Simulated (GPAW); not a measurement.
Set up this calculation in GPAW 26.7.0, as an ASE script.

- Task: single point
- Functional: PBE
- Potentials or basis: GPAW PAW data sets (gpaw-data 1.2.1)
- Cutoff: 800 eV
- Basis: pw
- k mesh: 9 × 9 × 4
- Occupations: gaussian, width 0.05 eV
- Spin: no spin polarisation
- Maxiter: 150

Crystal: NaLa.

```xyz
2
Lattice="3.6063 0.0000 0.0000 -1.8031 3.1231 0.0000 0.0000 0.0000 6.4838" Properties=species:S:1:pos:R:3 pbc="T T T"
La    0.0000    2.0821    3.2419
Na    0.0000    0.0000    0.0000
```

The cell comes from a database or a generator and needn't be the stable form of this composition.

These files were run (other wordings do the same):

run.py

```python
from ase import Atoms
from ase.dft.bandgap import bandgap
from ase.io import write
from ase.units import GPa
from gpaw import GPAW, PW

atoms = Atoms(['La', 'Na'],
              cell=[[3.6062507687, 0.0, 0.0],
                    [-1.8031253843, 3.1231047781, 0.0],
                    [0.0, 0.0, 6.483782]],
              scaled_positions=[[0.3333333333, 0.6666666667, 0.5],
                                [0.0, 0.0, 0.0]],
              pbc=True)

calc = GPAW(mode=PW(800),
            xc='PBE',
            kpts={'size': (9, 9, 4), 'gamma': True},
            occupations={'name': 'methfessel-paxton', 'order': 0, 'width': 0.05},
            nbands=22,
            convergence={'density': 1e-05, 'energy': 1e-05},
            maxiter=150,
            txt='gpaw.txt')
atoms.calc = calc
energy = atoms.get_potential_energy()
forces = atoms.get_forces()
stress = atoms.get_stress()
calc.write('gs.gpw')
write('result.traj', atoms)
print(f'Energy: {energy:.6f} eV')
print('Forces (eV/A):')
print(forces.round(4))
print('Stress (GPa):', (stress / GPa).round(3))
print('Fermi level:', round(calc.get_fermi_level(), 4), 'eV')
print(f'Gap: {bandgap(calc)[0]:.4f} eV, direct: {bandgap(calc, direct=True)[0]:.4f} eV')
```

Potentials or basis: GPAW PAW data sets (gpaw-data 1.2.1), pw.

The run is started by

```console
$ OMP_NUM_THREADS=1 python run.py
```

Results of the run:

The pressure is 0.0 GPa and the band gap on the k mesh is none (metal or under the smearing width).

Caveat: one-centre terms of the f shell are cut off.

It took 40 s on 1 thread of Intel(R) Xeon(R) Platinum 8488C (Sapphire Rapids), on a shared host, peak memory 0.25 GiB.
